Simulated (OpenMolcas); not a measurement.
**Yb³⁺ with 4 ligands (fluoride): CASSCF and CASPT2 levels and susceptibility**

Aim: the ligand-field states of Yb³⁺ in this surrounding, its lowest levels with spin-orbit coupling and its magnetic susceptibility.

The numbers are computed with OpenMolcas 26.06 (state-averaged CASSCF and CASPT2, spin-orbit coupling by RASSI with atomic mean-field integrals), except any that are marked as measured or tabulated.

## Step 1: Starting point

```
Species                           : Yb³⁺ (ytterbium, Z = 70, 67 electrons)
Basis                             : ANO-RCC-VDZP [7s6p4d2f1g], 124 functions with the ligands
Scalar Hamiltonian                : DKH2, point nucleus
Inactive shells                   : 1s 2s 2p 3s 3p 3d 4s 4p 4d 5s 5p of the metal, and all ligand shells
Active space                      : 13 electrons in 7 orbitals (4f)
Some configurations of this space : 4f13
Orbitals                          : optimised for the highest spin of each parity, averaged over all roots
```

Outer shells as boxes (Hund's rule):

4f13
```
4f [↑↓][↑↓][↑↓][↑↓][↑↓][↑↓][↑ ]
```

Yb³⁺ is taken with 4 ligands (fluoride) in tetrahedron coordination (Td) at 2.16 Å. A charge of +0.25 e stands 2.8 Å behind each ligand. Ligand basis ANO-RCC-VDZP. The distances are assumed, not relaxed.

```xyz
5

Yb    0.0000    0.0000    0.0000
F     1.2471    1.2471    1.2471
F     1.2471   -1.2471   -1.2471
F    -1.2471    1.2471   -1.2471
F    -1.2471   -1.2471    1.2471
```

The work runs as a chain of OpenMolcas steps in one folder; each step below is one input file. Labels, J, g values, rates, χT and fits are worked out afterwards by a script from the matrices that RASSI stores.

## Step 2: One- and two-electron integrals

Contents of a.inp:

```
&GATEWAY
Coord
5

Yb 0.0 0.0 0.0
F 1.247077 1.247077 1.247077
F 1.247077 -1.247077 -1.247077
F -1.247077 1.247077 -1.247077
F -1.247077 -1.247077 1.247077
Basis=Yb.ANO-RCC-VDZP,F.ANO-RCC-VDZP
Group=NoSym
NoMove
AngMom=0.0 0.0 0.0
AMFI
RICD
XField
4 Angstrom 0
2.863658 2.863658 2.863658 0.250000
2.863658 -2.863658 -2.863658 0.250000
-2.863658 2.863658 -2.863658 0.250000
-2.863658 -2.863658 2.863658 0.250000
&SEWARD
```

The run is started by

```bash
$ OMP_NUM_THREADS=1 MOLCAS_MEM=2457 MOLCAS_PROJECT=a pymolcas a.inp > a.log
```

## Step 3: CASSCF: doublets, 7 roots

Contents of a.inp:

```
&RASSCF
FileOrb=start.orb
Symmetry=1
Spin=2
nActEl=13 0 0
Inactive=47
Ras2=7
CIRoot=7 7 1
SDav=7
CIMx=300
Iter=150 100
PrWF=0.3
OrbListing=Nothing
MaxOrb=0
LevShft=1.0
>>> COPY $Project.JobIph JOB001
```

start.orb holds start orbitals that the driver prepared beforehand, or those of the step before.

## Step 4: State interaction with spin-orbit coupling

Contents of a.inp:

```
&RASSI
NrOfJobIphs=1 7
1 2 3 4 5 6 7
IphNames
JOB001
EJob
SpinOrbit
DIPRint=1.0
SOCoupling=1000.0
Subsets=2
Property=9
'ANGMOM' 1 'ANGMOM' 2 'ANGMOM' 3 'MLTPL  1' 1 'MLTPL  1' 2 'MLTPL  1' 3
'AMFI' 1 'AMFI' 2 'AMFI' 3
SOProperty=3
'ANGMOM' 1 'ANGMOM' 2 'ANGMOM' 3
```

## Step 5: CASPT2: IPEA 0.25, imaginary shift 0.1 (closed shells correlated: 5s 5p of the metal, with ligand shells; the Frozen line counts the rest)

Contents of a.inp:

```
>>> COPY JOB001 $Project.JobIph
&CASPT2
Multistate=7 1 2 3 4 5 6 7
NoMult
Frozen=27
IPEA=0.25
Imaginary=0.1
MaxIter=60
WThr=0.0 0.3 0.05
PrWF=0.5
NoMix
```

(Steps that only read results are left out.)

Before running it: what results should come out? Wanted: spin-free ground state; first state of the same spin within the active space; lowest level; next level.

As calculated:

| quantity | value |
| --- | --- |
| method | SS-CASPT2, IPEA 0.25, imaginary shift 0.1 (closed shells correlated: 5s 5p of the metal, with ligand shells; the Frozen line counts the rest) |
| spin-free ground state | 2A1, 1-fold in its orbital part |
| first state of the same spin within the active space | 2T1 at 282 cm⁻¹ |
| lowest level | 2-fold Γ6, g = 3.44, 3.44, 3.44 |
| next level | 204.4 cm⁻¹ |
| χT at 300 K | 2.49 cm³ K/mol |
| effective moment at 300 K | 4.46 μB |

Cost by method:

| method | time of its own steps | time with the reference |
| --- | --- | --- |
| A. CASSCF | 23 s | 23 s |
| B. SS-CASPT2, IPEA 0.25, imaginary shift 0.1, +5s 5p | 42 s | 65 s |

Times are of one thread on a shared host.

**Reading.** The spin-free ground state (2A1) comes to 100 % from free-ion F terms and keeps the highest spin of the shell. CASPT2 does not keep the components of a term degenerate, and the means are used.
